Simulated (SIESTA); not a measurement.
Runs of SIESTA 5.4.2 on LiO8. It takes space group C2 (No. 5, monoclinic). The conventional cell has a = 8.145 Å, b = 6.096 Å, c = 5.022 Å, α = 90.00°, β = 126.35°, γ = 90.00°. O (site symmetry 1) is surrounded by 1 O at 1.26 Å. O (site symmetry 1) has 1 O at 1.26 Å as nearest neighbours. O (site symmetry 1) has 1 O at 1.26 Å as nearest neighbours. Around O (site symmetry 1) lie 1 O at 1.23 Å. Around Li (site symmetry 2) lie 6 O at 2.07 to 2.23 Å. The cell comes from a database or a generator and needn't be the stable form of this composition.

```tsv
task	level	potentials or basis	cell	k mesh	gap on the mesh (eV)	pressure (GPa)	largest force (eV/Å)
band structure	PBE	PseudoDojo 0.4 standard (PBE files), DZP (energy shift 0.003 Ry; two zetas on semicore shells)	as given	6 × 6 × 7	none	0.1	0.23
single point	PBE	PseudoDojo 0.4 standard (PBE files), DZP (energy shift 0.003 Ry; two zetas on semicore shells)	atoms moved at random, drawn with an rms of 0.05 Å	6 × 6 × 7	none	-2.6	1.34
single point	PBE	PseudoDojo 0.4 standard (PBE files), DZP (energy shift 0.003 Ry; two zetas on semicore shells)	as given	6 × 6 × 7	none	0.1	0.23
band structure	LDA	PseudoDojo 0.4 standard (LDA files), DZP (energy shift 0.003 Ry; two zetas on semicore shells)	as given	6 × 6 × 7	none	(a)	0.57
```

Alike in all rows: no spin polarisation; smearing fermi-dirac 0.05 eV; grid cutoff 800 Ry; energy shift 0.003 Ry.

Task: Fill in the values left out.

Result: (a) -7.9.

Caveats: the basis of atomic orbitals isn't converged, which shifts pressures, moduli and gaps; an odd number of electrons without spin polarisation forces a metal; a magnetic or distorted state may lie lower.

A gap of «none» marks a metal or a gap under the smearing width.
